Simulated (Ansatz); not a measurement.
# K: the cost of one run

Computed with Ansatz 0.2.0 (DFT PBEsol, scalar-relativistic, plane waves, PAW, unless a step's input says otherwise).

**1. The starting structure**

The structure is cubic, space group Im-3m (No. 229). The conventional cell has a = 5.236 Å, b = 5.236 Å, c = 5.236 Å, α = 90.00°, β = 90.00°, γ = 90.00°.

Structure file:

```xyz
1
Lattice="-2.6180 2.6180 2.6180 2.6180 -2.6180 2.6180 2.6180 2.6180 -2.6180" Properties=species:S:1:pos:R:3 pbc="T T T"
K     0.0000    0.0000    0.0000
```

No relaxation comes first: the listed cell is the starting point.

**2. The scan: energy and stress against strain**

The cell is strained by ε times the Voigt pattern (1, 1, 0, 0, 0, 0) (xx, yy, zz, yz, xz, xy; engineering shear), with fractional coordinates fixed (clamped ions). The stress on the pattern is the sum of the stress components weighted by it, tension positive.

**3. Point ε = -0.1000**

input.yaml reads:

```yaml
crystal:
  lattice:
    - [-2.3562, 2.3562, 2.618]
    - [2.3562, -2.3562, 2.618]
    - [2.3562, 2.3562, -2.618]
  atoms:
    - { symbol: K, position: [0.0, 0.0, 0.0] }
basis:
  ecutwfc: 420
kpoints:
  mp_grid: { grid: [14, 14, 14] }
hamiltonian:
  xc: pbesol
scf:
  occupations: { method: gaussian, width: 0.15 }
output:
  forces: true
  stress: true
  eigenvalues: true
```

**Question.** How long does this run take on 1 thread of an Arm CPU, shared host, and how much memory does it need?

About 4.7 s, with a peak of 0.39 GiB.
